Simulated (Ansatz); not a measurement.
**Ti₃Al: a line through an energy map**

One line of a two-coordinate grid on Ti3Al (P-6m2, No. 187; 4 atoms in the cell): volume per atom is varied, at c/a of the conventional cell = 2.970.

Method: DFT PBEsol, scalar-relativistic, plane waves, PAW, in Ansatz 0.2.0.

16 further runs of the same task are left out: 16 set aside as unsound or not needed. Runs told in other sessions of the task aren't counted.

## (1) The starting structure

The structure is hexagonal, space group P-6m2 (No. 187). Conventional cell: a = 2.895 Å, b = 2.895 Å, c = 9.138 Å, α = 90.00°, β = 90.00°, γ = 120.00°. Ti (site symmetry -6m2) has 12 Ti at 2.82 to 2.90 Å in its first shell of neighbours. Around Ti (site symmetry 3m) lie 9 Ti at 2.82 to 2.90 Å and 3 Al at 2.84 Å. Al (site symmetry -6m2) is surrounded by 6 Ti at 2.84 Å and 6 Al at 2.90 Å.

Structure file:

```
Ti Al
1.0
     2.89548    0.00000    0.00000
    -1.44774    2.50756    0.00000
     0.00000    0.00000    9.13834
Ti Al
3 1
Direct
  0.66667 0.33333 0.00000
  0.33333 0.66667 0.75117
  0.33333 0.66667 0.24883
  0.66667 0.33333 0.50000
```

It goes back to an entry of the Materials Project, which need not be the stable form.

This cell was relaxed beforehand with the same method: volume 16.59 Å³/atom, gap on the mesh none (metal).

## (2) What is varied

The energy is mapped over volume and the cell's shape.

- volume per atom: 7 values from 15.26 to 17.91 Å³
- c/a of the conventional cell: 7 values from 2.631 to 3.786

Nothing else is relaxed (fractional coordinates fixed). Energies count from the relaxed crystal. Points are written as (first, second).

## (3) The run at (15.26 Å³, 2.970)

input.yaml reads:

```yaml
crystal:
  lattice:
    - [2.8736102185, 0.0, 0.0]
    - [-1.4368051093, 2.4886194499, 0.0]
    - [0.0, 0.0, 8.5354844322]
  atoms:
    - { symbol: Ti, position: [0.6666666667, 0.3333333333, 0.0] }
    - { symbol: Ti, position: [0.3333333333, 0.6666666667, 0.7511732072] }
    - { symbol: Ti, position: [0.3333333333, 0.6666666667, 0.2488267928] }
    - { symbol: Al, position: [0.6666666667, 0.3333333333, 0.5] }
basis:
  ecutwfc: 520.0
kpoints:
  mp_grid: { grid: [18, 18, 6] }
hamiltonian:
  xc: pbesol
  pseudopotentials: { kind: paw, azcp: { folder: soft_1 } }
scf:
  occupations: { method: gaussian, width: 0.15 }
output:
  forces: true
  stress: true
  eigenvalues: true
  write_density: true
  write_potential: true
  elf: true
  volumetric_format: npy
```

The run is started by

```bash
$ ansatz run input.yaml --threads 2 --pin off --max-ram 4096MiB --backend cpu --events-out ev --progress --plain --runs-dir out
```

The program printed, cut to the lines that bear on the results:

```text
Warning: <dir> the record states the generating functional pbe (its physics header spells it `PBE`), which answers neither for hamiltonian.xc's functional nor for the pbesol family's — results may be inconsistent (PPs are generated against a specific XC)
[...]
Warning: RAYON_NUM_THREADS=2 ignored (pool sized by the plan → 2); use --threads N
[...]
Pseudopotentials: kind: paw
Pseudopotential: Ti, paw, valence charge 12, recommended cutoff 420 eV (normal), <dir>
Pseudopotential: Al, paw, valence charge 3, recommended cutoff 420 eV (normal), <dir>
Functional definition: PBEsol
[...]
Crystal: 4 atoms, lattice volume = 61.040 Å³
Basis set: ecut = 520 eV, 1675 PW (Γ), exchange–correlation on 48×48×128 points (8 copies of the dense FFT grid, shifted against one another)
Bands: 24, of which v1, the nominal top of the filled ones, is band 20 counted from 1 (19 counted from 0)
Symmetry: 12 space group operations
Space group: P-6m2 (ITA 187), of the structure as read, at distance tolerance 3.9e-5 Å
k-points: 148 of 1944 (time reversal used)
[...]
SCF iter   1: F=—  HF=-7947.493547 eV  |F-HF|=—  |Δ(HF+E_count)|=         —  Δρ=5.71e-2  dr2=5.30e0  ethr=3.10e-3  ⟨swp⟩=4.8  Hψ=13103  notcnv=0
[...]
SCF iter   8: F=-7946.503026 eV  HF=-7946.503026 eV  |F-HF|=1.78e-8  |Δ(HF+E_count)|=   4.83e-8  Δρ=3.98e-6  dr2=2.02e-8  ethr=2.56e-10  ⟨swp⟩=8.3  Hψ=21956  notcnv=0
[...]
SCF converged after 8 iterations
Free energy (F): -7946.503026 eV
[...]
E sigma→0 (E₀):  -7946.484169 eV
Entropy (-TS):   -0.037715 eV (-9.429 meV/atom)
Fermi energy:    13.272754 eV
[...]
--- Forces (eV/Å), atoms counted from 1 ---
  atom   1  Ti     0.00000000     0.00000000     0.00000000
  atom   2  Ti     0.00000000    -0.00000000     0.06748646
  atom   3  Ti    -0.00000000    -0.00000000    -0.06748646
  atom   4  Al    -0.00000000     0.00000000     0.00000000
[...]
--- Stress (GPa, compression-positive) ---
        7.849743       0.000000       0.000000
        0.000000       7.849743       0.000000
        0.000000       0.000000      20.698925
  P = ⅓ Tr σ = 12.1328 GPa (121.328 kbar)
--- Band table (eV; the first three rows and the last of 148) ---
  k-point 0: bands = ["-42.9550", "-42.8404", "-42.7422", "-19.7606", "-19.3334", "-18.9640", "-18.9640", "-18.8895", "-18.8734", "-18.8734", "-18.8114", "-18.8114", "4.5616", "8.2845", "8.4883", "10.6503", "12.9697", "14.0184", "14.0184", "14.1229", "14.1229", "14.4890", "14.5115", "14.6325"]
[...]
```

Wall time 30 s (2 threads of Arm Neoverse N1, shared host); peak memory 0.49 GiB.

Density in a lattice plane of the grid's cell (edges 2.87 and 8.54 Å, at 0.333 of the third edge), which holds Ti and Al.

Ten even steps from ' ' (0.06 e/Å³) to '@' (11.53 e/Å³):
```
        ::++==..
                
                
                
                
                
                
                
                
                
                
                
                
                
                
                
                
                
        ::++==..
        ++@@%%::
```
Columns run along the first of these edges and rows up along the second, over one cell in 8 and 20 even steps from the bottom left corner. Atoms in the plane (fractional): Ti at (0.67, 0.00), Al at (0.67, 0.50).

ELF in the same plane.

Ten even steps from ' ' (0.07) to '@' (0.82):
```
  --::..##%%%%++
..==--....----..
......::--====--
  ......==%%##::
..--::..--##**..
  ....  ==%%##::
::  ..--##@@@@**
**====##%%@@@@%%
********::    --
******==  ++....
********::    --
**====##%%@@@@%%
::  ..--##@@@@**
  ....  ==%%##::
..--::..--##**..
  ......==%%##::
......::--====--
..==--....----..
  --::..##%%%%++
..::..--%%####%%
```
Columns run along the first of these edges and rows up along the second, over one cell in 8 and 20 even steps from the bottom left corner. Atoms in the plane (fractional): Ti at (0.67, 0.00), Al at (0.67, 0.50).

Both are smooth fields of the valence electrons: close to the nuclei they are not physical.

The highest ELF values outside the cores: 0.84 beside Al, off the lines to its neighbours, 1.3 Å from Al; 0.79 between the atoms, 1.9 Å from Ti.

That is 71 meV/atom from the zero.

## (4) Point (15.70 Å³, 2.970)

Edit input.yaml of step 3 so:

```diff
@@ -2,5 +2,5 @@
   lattice:
-    - [2.8736102185, 0.0, 0.0]
-    - [-1.4368051093, 2.4886194499, 0.0]
-    - [0.0, 0.0, 8.5354844322]
+    - [2.9011525009, 0.0, 0.0]
+    - [-1.4505762504, 2.512471766, 0.0]
+    - [0.0, 0.0, 8.6172932734]
   atoms:
@@ -23,5 +23 @@
   eigenvalues: true
-  write_density: true
-  write_potential: true
-  elf: true
-  volumetric_format: npy
```

The run is started by

```bash
$ ansatz run input.yaml --threads 2 --pin off --max-ram 4096MiB --backend cpu --events-out ev --progress --plain --runs-dir out
```

The program printed, cut to the lines that bear on the results:

```text
Warning: <dir> the record states the generating functional pbe (its physics header spells it `PBE`), which answers neither for hamiltonian.xc's functional nor for the pbesol family's — results may be inconsistent (PPs are generated against a specific XC)
[...]
Warning: RAYON_NUM_THREADS=2 ignored (pool sized by the plan → 2); use --threads N
[...]
[... 4 set-up lines as earlier in the session ...]
[...]
Crystal: 4 atoms, lattice volume = 62.812 Å³
Basis set: ecut = 520 eV, 1737 PW (Γ), exchange–correlation on 48×48×144 points (8 copies of the dense FFT grid, shifted against one another)
Bands: 24, of which v1, the nominal top of the filled ones, is band 20 counted from 1 (19 counted from 0)
[... 1 set-up line as earlier in the session ...]
Space group: P-6m2 (ITA 187), of the structure as read, at distance tolerance 4.0e-5 Å
k-points: 148 of 1944 (time reversal used)
[...]
SCF iter   1: F=—  HF=-7947.607851 eV  |F-HF|=—  |Δ(HF+E_count)|=         —  Δρ=5.69e-2  dr2=5.26e0  ethr=3.10e-3  ⟨swp⟩=4.8  Hψ=13104  notcnv=0
[...]
SCF iter   8: F=-7946.612923 eV  HF=-7946.612923 eV  |F-HF|=2.12e-8  |Δ(HF+E_count)|=   5.39e-8  Δρ=4.11e-6  dr2=2.40e-8  ethr=2.56e-10  ⟨swp⟩=5.5  Hψ=14506  notcnv=0
[...]
SCF converged after 8 iterations
Free energy (F): -7946.612923 eV
[...]
E sigma→0 (E₀):  -7946.593998 eV
Entropy (-TS):   -0.037848 eV (-9.462 meV/atom)
Fermi energy:    12.837778 eV
[...]
--- Forces (eV/Å), atoms counted from 1 ---
  atom   1  Ti    -0.00000000    -0.00000000    -0.00000000
  atom   2  Ti     0.00000000     0.00000000     0.07284378
  atom   3  Ti     0.00000000     0.00000000    -0.07284378
  atom   4  Al     0.00000000    -0.00000000    -0.00000000
[...]
--- Stress (GPa, compression-positive) ---
        3.883326       0.000000      -0.000000
       -0.000000       3.883326       0.000000
       -0.000000       0.000000      15.714458
  P = ⅓ Tr σ = 7.8270 GPa (78.270 kbar)
--- Band table (eV; the first three rows and the last of 148) ---
[... band rows left out ...]
[...]
```

Wall time 24 s (2 threads of Arm Neoverse N1, shared host); peak memory 0.49 GiB.

Energy on the map's scale: 44 meV/atom.

## (5) The run at (16.59 Å³, 2.970)

Edit input.yaml of step 4 so:

```diff
@@ -2,5 +2,5 @@
   lattice:
-    - [2.9011525009, 0.0, 0.0]
-    - [-1.4505762504, 2.512471766, 0.0]
-    - [0.0, 0.0, 8.6172932734]
+    - [2.9546238387, 0.0, 0.0]
+    - [-1.4773119193, 2.558779303, 0.0]
+    - [0.0, 0.0, 8.7761191882]
   atoms:
```

The run is started by

```bash
$ ansatz run input.yaml --threads 2 --pin off --max-ram 4096MiB --backend cpu --events-out ev --progress --plain --runs-dir out
```

The program printed, cut to the lines that bear on the results:

```text
Warning: <dir> the record states the generating functional pbe (its physics header spells it `PBE`), which answers neither for hamiltonian.xc's functional nor for the pbesol family's — results may be inconsistent (PPs are generated against a specific XC)
[...]
Warning: RAYON_NUM_THREADS=2 ignored (pool sized by the plan → 2); use --threads N
[...]
[... 4 set-up lines as earlier in the session ...]
[...]
Crystal: 4 atoms, lattice volume = 66.349 Å³
Basis set: ecut = 520 eV, 1809 PW (Γ), exchange–correlation on 48×48×144 points (8 copies of the dense FFT grid, shifted against one another)
Bands: 24, of which v1, the nominal top of the filled ones, is band 20 counted from 1 (19 counted from 0)
[... 2 set-up lines as earlier in the session ...]
k-points: 148 of 1944 (time reversal used)
[...]
SCF iter   8: F=-7946.703354 eV  HF=-7946.703354 eV  |F-HF|=2.87e-8  |Δ(HF+E_count)|=   7.20e-8  Δρ=4.53e-6  dr2=3.24e-8  ethr=2.56e-10  ⟨swp⟩=5.5  Hψ=14596  notcnv=0
the search or the solves at the SCF's close seem to have found levels that the self-consistency loop had missed (the run counts 1). By its estimate they hold under 1e-12 electrons; where the run keeps them, the occupations were computed again with them
[...]
SCF converged after 8 iterations
Free energy (F): -7946.703354 eV
[...]
E sigma→0 (E₀):  -7946.683762 eV
Entropy (-TS):   -0.039185 eV (-9.796 meV/atom)
Fermi energy:    12.037167 eV
[...]
--- Forces (eV/Å), atoms counted from 1 ---
  atom   1  Ti    -0.00000000    -0.00000000     0.00000000
  atom   2  Ti     0.00000000     0.00000000     0.08618355
  atom   3  Ti     0.00000000     0.00000000    -0.08618355
  atom   4  Al    -0.00000000     0.00000000     0.00000000
[...]
--- Stress (GPa, compression-positive) ---
       -2.699460       0.000000      -0.000000
        0.000000      -2.699460      -0.000000
       -0.000000      -0.000000       7.374332
  P = ⅓ Tr σ = 0.6585 GPa (6.585 kbar)
--- Band table (eV; the first three rows and the last of 148) ---
[... band rows left out ...]
[...]
```

Wall time 30 s (2 threads of Arm Neoverse N1, shared host); peak memory 0.52 GiB.

On the map this point reads 21 meV/atom.

## (6) Point (17.03 Å³, 2.970)

Edit input.yaml of step 5 so:

```diff
@@ -2,5 +2,5 @@
   lattice:
-    - [2.9546238387, 0.0, 0.0]
-    - [-1.4773119193, 2.558779303, 0.0]
-    - [0.0, 0.0, 8.7761191882]
+    - [2.9806745821, 0.0, 0.0]
+    - [-1.490337291, 2.5813399085, 0.0]
+    - [0.0, 0.0, 8.8534977112]
   atoms:
```

The run is started by

```bash
$ ansatz run input.yaml --threads 2 --pin off --max-ram 4096MiB --backend cpu --events-out ev --progress --plain --runs-dir out
```

The program printed, cut to the lines that bear on the results:

```text
Warning: <dir> the record states the generating functional pbe (its physics header spells it `PBE`), which answers neither for hamiltonian.xc's functional nor for the pbesol family's — results may be inconsistent (PPs are generated against a specific XC)
[...]
Warning: RAYON_NUM_THREADS=2 ignored (pool sized by the plan → 2); use --threads N
[...]
[... 4 set-up lines as earlier in the session ...]
[...]
Crystal: 4 atoms, lattice volume = 68.120 Å³
Basis set: ecut = 520 eV, 1833 PW (Γ), exchange–correlation on 48×48×144 points (8 copies of the dense FFT grid, shifted against one another)
Bands: 24, of which v1, the nominal top of the filled ones, is band 20 counted from 1 (19 counted from 0)
[... 1 set-up line as earlier in the session ...]
Space group: P-6m2 (ITA 187), of the structure as read, at distance tolerance 4.1e-5 Å
k-points: 148 of 1944 (time reversal used)
[...]
SCF iter   1: F=—  HF=-7947.695307 eV  |F-HF|=—  |Δ(HF+E_count)|=         —  Δρ=5.60e-2  dr2=5.16e0  ethr=3.10e-3  ⟨swp⟩=4.9  Hψ=13057  notcnv=0
[...]
SCF iter   8: F=-7946.693864 eV  HF=-7946.693864 eV  |F-HF|=3.29e-8  |Δ(HF+E_count)|=   8.32e-8  Δρ=4.85e-6  dr2=3.76e-8  ethr=2.56e-10  ⟨swp⟩=5.5  Hψ=14692  notcnv=0
[...]
SCF converged after 8 iterations
Free energy (F): -7946.693864 eV
[...]
E sigma→0 (E₀):  -7946.673743 eV
Entropy (-TS):   -0.040243 eV (-10.061 meV/atom)
Fermi energy:    11.666158 eV
[...]
--- Forces (eV/Å), atoms counted from 1 ---
  atom   1  Ti    -0.00000000     0.00000000     0.00000000
  atom   2  Ti     0.00000000    -0.00000000     0.09419582
  atom   3  Ti     0.00000000    -0.00000000    -0.09419582
  atom   4  Al     0.00000000     0.00000000     0.00000000
[...]
--- Stress (GPa, compression-positive) ---
       -5.415597       0.000000       0.000000
        0.000000      -5.415597       0.000000
        0.000000       0.000000       3.888613
  P = ⅓ Tr σ = -2.3142 GPa (-23.142 kbar)
--- Band table (eV; the first three rows and the last of 148) ---
[... band rows left out ...]
[...]
```

Wall time 24 s (2 threads of Arm Neoverse N1, shared host); peak memory 0.51 GiB.

On the map this point reads 24 meV/atom.

## (7) Grid point (17.91 Å³, 2.970)

Edit input.yaml of step 6 so:

```diff
@@ -2,5 +2,5 @@
   lattice:
-    - [2.9806745821, 0.0, 0.0]
-    - [-1.490337291, 2.5813399085, 0.0]
-    - [0.0, 0.0, 8.8534977112]
+    - [3.0313810968, 0.0, 0.0]
+    - [-1.5156905484, 2.6252530384, 0.0]
+    - [0.0, 0.0, 9.0041112718]
   atoms:
```

The run is started by

```bash
$ ansatz run input.yaml --threads 2 --pin off --max-ram 4096MiB --backend cpu --events-out ev --progress --plain --runs-dir out
```

The program printed, cut to the lines that bear on the results:

```text
Warning: <dir> the record states the generating functional pbe (its physics header spells it `PBE`), which answers neither for hamiltonian.xc's functional nor for the pbesol family's — results may be inconsistent (PPs are generated against a specific XC)
[...]
Warning: RAYON_NUM_THREADS=2 ignored (pool sized by the plan → 2); use --threads N
[...]
[... 4 set-up lines as earlier in the session ...]
[...]
Crystal: 4 atoms, lattice volume = 71.656 Å³
Basis set: ecut = 520 eV, 1953 PW (Γ), exchange–correlation on 48×48×144 points (8 copies of the dense FFT grid, shifted against one another)
Bands: 24, of which v1, the nominal top of the filled ones, is band 20 counted from 1 (19 counted from 0)
[... 1 set-up line as earlier in the session ...]
Space group: P-6m2 (ITA 187), of the structure as read, at distance tolerance 4.2e-5 Å
k-points: 148 of 1944 (time reversal used)
[...]
SCF iter   1: F=—  HF=-7947.586769 eV  |F-HF|=—  |Δ(HF+E_count)|=         —  Δρ=5.53e-2  dr2=5.12e0  ethr=3.10e-3  ⟨swp⟩=4.8  Hψ=13069  notcnv=0
[...]
SCF iter   8: F=-7946.586158 eV  HF=-7946.586158 eV  |F-HF|=3.84e-8  |Δ(HF+E_count)|=   1.02e-7  Δρ=5.17e-6  dr2=4.52e-8  ethr=2.56e-10  ⟨swp⟩=5.6  Hψ=14864  notcnv=0
[...]
SCF converged after 8 iterations
Free energy (F): -7946.586158 eV
[...]
E sigma→0 (E₀):  -7946.564763 eV
Entropy (-TS):   -0.042790 eV (-10.698 meV/atom)
Fermi energy:    10.976463 eV
[...]
--- Forces (eV/Å), atoms counted from 1 ---
  atom   1  Ti     0.00000000    -0.00000000     0.00000000
  atom   2  Ti    -0.00000000     0.00000000     0.11237590
  atom   3  Ti    -0.00000000     0.00000000    -0.11237590
  atom   4  Al     0.00000000     0.00000000     0.00000000
[...]
--- Stress (GPa, compression-positive) ---
       -9.885377      -0.000000       0.000000
        0.000000      -9.885377      -0.000000
        0.000000      -0.000000      -1.945994
  P = ⅓ Tr σ = -7.2389 GPa (-72.389 kbar)
--- Band table (eV; the first three rows and the last of 148) ---
[... band rows left out ...]
[...]
```

Run time: 25 s. Hardware: 2 threads of Arm Neoverse N1, shared host; peak memory 0.52 GiB.

Energy on the map's scale: 51 meV/atom.

## (8) The line in numbers

```
volume per atom (Å³)  step  energy (meV/atom)  slope (meV/atom per Å³)  pressure (GPa)  largest force on an atom (eV/Å)
               15.26     3                 71                      −76            12.1                            0.067
               15.70     4                 44                      −49             7.8                            0.073
               16.14     –                 28                      −25             4.0                            0.079
               16.59     5                 21                       −4             0.7                            0.086
               17.03     6                 24                       14            −2.3                            0.094
               17.47     –                 34                       31            −4.9                            0.103
               17.91     7                 51                       45            −7.2                            0.112
```

Energies count from the relaxed crystal. Rows without a step come from runs not printed here or follow by symmetry. Slopes come from the forces (and the stress, where the cell changes), not from differences of energies.

What this shows: Of the points computed the energy is lowest at 16.59 Å³, 21 meV/atom from the zero. A fit to energies and slopes at the lowest point and its two neighbours puts the minimum at 16.680 Å³, with a curvature of about 43 meV/atom per (Å³)². V·d²E/dV² there is about 120 GPa, a bulk modulus under this line's constraint. The highest point computed, at 15.26 Å³, lies 50 meV/atom above the lowest. This is one cut through a surface in two coordinates; the map's lowest point lies off it. With the other coordinates free, the energies away from the reference would be the same or lower.
